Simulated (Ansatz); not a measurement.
**NH2 (SMILES [NH2]) at UB3LYP/3-21G**

Aim: the electronic atomisation energy of NH2 at UB3LYP/3-21G, from 3 runs. 

Program for the calculation: Ansatz 0.2.0.

48 further runs of the same task are left out: 48 set aside as unsound or not needed.

## (1) The structure to begin with

NH2 has 3 atoms, charge 0, and is taken as a doublet. SMILES: `[NH2]`. The coordinates come from a GFN2-xTB relaxation.

Bond lengths: N1–H2 1.014 Å, N1–H3 1.014 Å. Angles: H2–N1–H3 110.0°.

## (2) A single-point energy at UB3LYP/3-21G

in.yaml

```yaml
crystal:
  periodic: [false, false, false]
  atoms:
    - symbol: N
      position_ang: [0.307180, -0.182210, 0.151440]
    - symbol: H
      position_ang: [0.155580, 0.820260, 0.174790]
    - symbol: H
      position_ang: [-0.462760, -0.638040, -0.326220]
basis:
  gaussian:
    orbitals: 3-21G.json
hamiltonian:
  xc: {name: B3LYP}
magnetization:
  spin_polarized: true
  initial_magnetization: 1
accuracy: high
```

The basis set 3-21G is read from a file made from the Basis Set Exchange's data (not shown).

Command:

```bash
$ ansatz run in.yaml --threads 1 --pin off --max-ram 2610MiB --events-out events.jsonl --progress --plain --runs-dir runs
```

Log:

```text
Warning: RAYON_NUM_THREADS=1 ignored (pool sized by the plan → 1); use --threads N
Functional definition: B3LYP
  name "B3LYP"
  parameter a0 = 0.2
  parameter ax = 0.72
  parameter ac = 0.81
  exchange = (1 - a0 - ax)*slater_x + ax*b88_x + a0*exact_x
  correlation = (1 - ac)*vwn_rpa_c + ac*lyp_c
248 factors; integrals over basis functions are off by at most 4.8e-9 eV
mean field evaluation 1: about -1510.2284 eV, gradient 1.9e1 eV
mean field evaluation 2: about -1510.2182 eV, gradient 1.9e1 eV
mean field evaluation 4: about -1511.7046 eV, gradient 2.9e-1 eV
mean field evaluation 8: about -1511.6982 eV, gradient 1.9e-3 eV
mean field evaluation 16: about -1511.6982 eV, gradient 6.6e-8 eV
mean field -1511.69823422 eV, -55.5538854416 hartree, gradient 6.7e-8 eV, S^2 0.751902; 0 other end points of the search recorded, 0 dependent functions left out
reference -1511.69825189 eV, -55.5538860912 hartree; 5, 4 occupied and 8, 9 virtual orbitals, 248 factors
Total energy: -1511.69825189 eV, -55.5538860912 hartree
```

Run time: 0.62 s. Hardware: 1 thread of Arm Neoverse V1, shared host.

## (3) The H atom at the same level

molecule.yaml

```yaml
crystal:
  periodic: [false, false, false]
  atoms:
    - symbol: H
      position_ang: [0.000000, 0.000000, 0.000000]
basis:
  gaussian:
    orbitals: 3-21G.json
magnetization:
  spin_polarized: true
  initial_magnetization: 1
hamiltonian:
  xc: {name: B3LYP}
accuracy: high
```

The basis set 3-21G is read from a file made from the Basis Set Exchange's data (not shown).

Run the same way, it converges to -0.49731 Eh (log not shown).

## (4) The N atom

input.yaml

```yaml
crystal:
  periodic: [false, false, false]
  atoms:
    - symbol: "N"
      position_ang: [0.000000, 0.000000, 0.000000]
basis:
  gaussian: {orbitals: 3-21G.json}
total_charge: 0
magnetization: {spin_polarized: true, initial_magnetization: 3}
hamiltonian: {xc: {name: B3LYP}}
accuracy: high
```

The basis set 3-21G is read from a file made from the Basis Set Exchange's data (not shown).

Run the same way, it converges to -54.29546 Eh (log not shown).

## (5) Summary of results

Level: UB3LYP/3-21G.

```
                     quantity         value
       molecule: total energy  -55.55389 Eh
               molecule: ⟨S²⟩         0.752
         H atom: total energy   -0.49731 Eh
                 H atom: ⟨S²⟩         0.750
         N atom: total energy  -54.29546 Eh
                 N atom: ⟨S²⟩         3.751
electronic atomisation energy      7.178 eV
```

Taking the molecule apart into free atoms costs 7.18 eV (693 kJ/mol), before zero-point energy and without spin-orbit coupling. The basis has no polarisation functions, which makes bonds too weak.
